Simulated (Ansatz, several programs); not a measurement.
CuF built on the CsCl prototype, relaxed with PBE in Ansatz (plane waves, PAW): it is cubic, Pm-3m (No. 221); conventional cell a = 2.794 Å, 10.90 Å³ an atom. Cu has 8 F at 2.42 Å; F has 8 Cu at 2.42 Å. The cell was then scaled with its shape and fractional coordinates held. Values at 0 K without nuclear motion; spin polarisation is off, and the phase may be a hypothetical one.

| V (Å³/atom) | E (meV/atom) |
| --- | --- |
| 10.248 | 13.27 |
| 10.575 | 3.18 |
| 10.902 | 0.00 |
| 11.556 | 10.18 |

(1) Pass a cubic E = c₀ + c₁u + c₂u² + c₃u³, with u = V − 10.820 Å³, through these points.

(2) Where is the minimum, and what bulk modulus follows?

(3) Predict the energy and the pressure at the withheld volume, 11.229 Å³.

Results:

(1) c₀ = 0.21, c₁ = -4.823, c₂ = 28.641, c₃ = -4.9930 (meV and Å³).

(2) dE/du = 0 at u = +0.086, so V₀ = 10.91 Å³. B = V₀ d²E/dV² = 10.91 × (2c₂ + 6c₃u) = 10.91 × 54.702 = 597 meV/Å³, and 1 meV/Å³ is 0.16022 GPa: 96 GPa. A third-order Birch-Murnaghan fit to all five points gives 10.91 Å³ and 95 GPa.

(3) With u = +0.409: E ≈ 2.69 meV and P = −dE/dV ≈ -2.58 GPa. The run gives 2.59 meV and, from its stress, -2.56 GPa.
